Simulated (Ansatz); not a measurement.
# Ir: the cost of one run

Program: Ansatz 0.2.0. Level of theory: DFT PBE, scalar-relativistic, plane waves, PAW. These are calculated values, not measurements.

1 further run of the same task is left out (it didn't finish).

**1. The structure to begin with**

It takes space group Fm-3m (No. 225, cubic). Conventional cell: a = 3.854 Å, b = 3.854 Å, c = 3.854 Å, α = 90.00°, β = 90.00°, γ = 90.00°. Ir (site symmetry m-3m) has 12 Ir at 2.73 Å as nearest neighbours.

Coordinates:

```
Ir
1.0
     0.00000    1.92696    1.92696
     1.92696    0.00000    1.92696
     1.92696    1.92696    0.00000
Ir
1
Direct
  0.00000 0.00000 0.00000
```

The structure comes from the Materials Project (structure only).

(A quick probe on a coarse mesh, which set the mesh and smearing, is not shown.)

**3. The relaxation**

input.yaml reads:

```yaml
crystal:
  lattice:
    - [0.0, 1.92696467, 1.92696467]
    - [1.92696467, 0.0, 1.92696467]
    - [1.92696467, 1.92696467, 0.0]
  atoms:
    - { symbol: Ir, position: [0.0, 0.0, 0.0] }
basis:
  ecutwfc: 420
kpoints:
  mp_grid: { grid: [18, 18, 18] }
hamiltonian:
  xc: pbe
scf:
  occupations: { method: gaussian, width: 0.1 }
output:
  forces: true
  stress: true
  eigenvalues: true
  write_density: true
  write_potential: true
  elf: true
  volumetric_format: npy
relax:
  adjacent_minimum: "off"
  f_tol: 0.005
  max_steps: 80
  cell: { stress_tol: 0.05 }
```

Command:

```
> ansatz run input.yaml --threads 4 --pin off --max-ram 8192MiB --backend cpu --events-out ev --progress --plain --runs-dir out
```

**Question.** How long does this run take on 4 threads of Arm Neoverse V1, shared host, and how much memory does it need?

About 3.3 s, with a peak of 0.32 GiB.
